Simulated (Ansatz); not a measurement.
# NbH: the cost of one run

Computed with Ansatz 0.2.0 through its Python package. Level of theory: DFT LDA, plane waves, PAW.

## 1. The structure

NbH Cmme: The structure is orthorhombic, space group Cmme (No. 67). The conventional cell has a = 3.691 Å, b = 4.786 Å, c = 4.804 Å, α = 90.00°, β = 90.00°, γ = 90.00°. Around Nb (site symmetry mm2) lie 4 H at 1.99 Å. H (site symmetry 222) has 2 H at 1.85 Å and 4 Nb at 1.99 Å as nearest neighbours.

NbH2 Fm-3m: Symmetry: Fm-3m, No. 225, cubic system. Conventional cell: a = 4.563 Å, b = 4.563 Å, c = 4.563 Å, α = 90.00°, β = 90.00°, γ = 90.00°. Nb (site symmetry m-3m) is surrounded by 8 H at 1.98 Å. Around H (site symmetry -43m) lie 4 Nb at 1.98 Å.

Nb Im-3m: Symmetry: Im-3m, No. 229, cubic system. The conventional cell has a = 3.328 Å, b = 3.328 Å, c = 3.328 Å, α = 90.00°, β = 90.00°, γ = 90.00°. Nb (site symmetry m-3m) has 8 Nb at 2.88 Å as nearest neighbours.

H in a box: The structure is orthorhombic, space group Pmmm (No. 47). Conventional cell: a = 9.000 Å, b = 9.500 Å, c = 10.000 Å, α = 90.00°, β = 90.00°, γ = 90.00°. H (site symmetry mm2) has 1 H at 0.75 Å as nearest neighbours.

nbh_nbh_cmme.vasp, read by the script:

```text
NbH
1.0
   1.84536657   -2.39320053    0.00000000
   1.84536657    2.39320053    0.00000000
   0.00000000    0.00000000    4.80422915
Nb H
2 2
Direct
   0.75000000    0.25000000    0.26883888
   0.25000000    0.75000000    0.73116112
   0.25000000    0.25000000    0.00000000
   0.75000000    0.75000000    0.00000000
```

nbh_nbh2_fm_3m.vasp, read by the script:

```text
NbH2
1.0
   0.00000000    2.28150000    2.28150000
   2.28150000    0.00000000    2.28150000
   2.28150000    2.28150000    0.00000000
Nb H
1 2
Direct
   0.00000000    0.00000000    0.00000000
   0.25000000    0.25000000    0.25000000
   0.75000000    0.75000000    0.75000000
```

nbh_nb.cif, read by the script:

```cif
data_Nb
_cell_length_a 2.882046
_cell_length_b 2.882046
_cell_length_c 2.882046
_cell_angle_alpha 109.47122
_cell_angle_beta 109.47122
_cell_angle_gamma 109.47122
_symmetry_space_group_name_H-M 'P 1'
_symmetry_Int_Tables_number 1
loop_
_symmetry_equiv_pos_as_xyz
'x, y, z'
loop_
_atom_site_label
_atom_site_type_symbol
_atom_site_fract_x
_atom_site_fract_y
_atom_site_fract_z
Nb1 Nb    0.000000    0.000000    0.000000
```

The script reads nbh_h2.vasp:

```text
H
1.0
   9.00000000    0.00000000    0.00000000
   0.00000000    9.50000000    0.00000000
   0.00000000    0.00000000   10.00000000
H
2
Direct
   0.50000000    0.50000000    0.46250000
   0.50000000    0.50000000    0.53750000
```

## 2. The code

hull_nbh.py

```python
# -*- coding: utf-8 -*-
'''Stability of Nb-H compounds against each other, after relaxing cells and atoms.'''

from collections import Counter

import ansatz as az
from ase.io import read
import numpy as np

GASES = {'H2'}


def run_phase(name, crystal):
    calc = (
        crystal.calculation()
        .functional(az.Functional.LDA)
        .basis(450)
        .kpoints(spacing=0.33)
        .occupations('fermi_dirac', width=0.02)
    )
    if name in GASES:
        return calc.kpoints(1, 1, 1).relax(force_tolerance=0.02, max_steps=40).run()
    calc = calc.relax(force_tolerance=0.02, max_steps=40, cell=True)
    return calc.run()


def counts(outcome):
    return Counter(site.symbol for site in outcome.lattice.sites)

def formation_energy(outcome, mu):
    n = counts(outcome)
    return (outcome.report['energy_sigma0_ev'] - sum(k * mu[element] for element, k in n.items())) / sum(n.values())

phases = {}
atoms = read('nbh_nbh_cmme.vasp', format='vasp')
nbh_cmme = az.Crystal.from_ase(atoms)
phases['NbH Cmme'] = nbh_cmme
atoms = read('nbh_nbh2_fm_3m.vasp', format='vasp')
nbh2_fm_3m = az.Crystal.from_ase(atoms)
phases['NbH2 Fm-3m'] = nbh2_fm_3m
atoms = read('nbh_nb.cif')
nb = az.Crystal.from_ase(atoms)
phases['Nb'] = nb
atoms = read('nbh_h2.vasp', format='vasp')
h2 = az.Crystal.from_ase(atoms)
phases['H2'] = h2

done = {name: run_phase(name, crystal) for name, crystal in phases.items()}

# energy of one atom in its reference phase
references = {'Nb': 'Nb', 'H': 'H2'}
mu = {element: done[name].report['energy_sigma0_ev'] / len(done[name].lattice.sites) for element, name in references.items()}
points = sorted((counts(o)['H'] / len(o.lattice.sites), formation_energy(o, mu), name) for name, o in done.items())

# walk in x and drop points that lie above the chord
hull = []
for x, e, _ in points:
    while len(hull) > 1 and (hull[-1][0] - hull[-2][0]) * (e - hull[-2][1]) - (hull[-1][1] - hull[-2][1]) * (x - hull[-2][0]) <= 0:
        hull.pop()
    hull.append((x, e))
rows = [(name, x, e, e - np.interp(x, *zip(*hull))) for x, e, name in points]
print('     phase        x(H)  E_form (eV/atom)  above hull (eV/atom)')
for row in rows:
    print(f'{str(row[0]):>10}  {row[1]:10.3f}  {row[2]:16.4f}  {row[3]:20.4f}')
print('on the hull of these phases:', ', '.join(row[0] for row in rows if row[3] < 1e-6))
```

## 3. Running it

Run with:

```console
$ python hull_nbh.py
```

What time and memory should one allow on 1 thread of Arm Neoverse V1, shared host?

About 24 s, with a peak of 0.58 GiB.
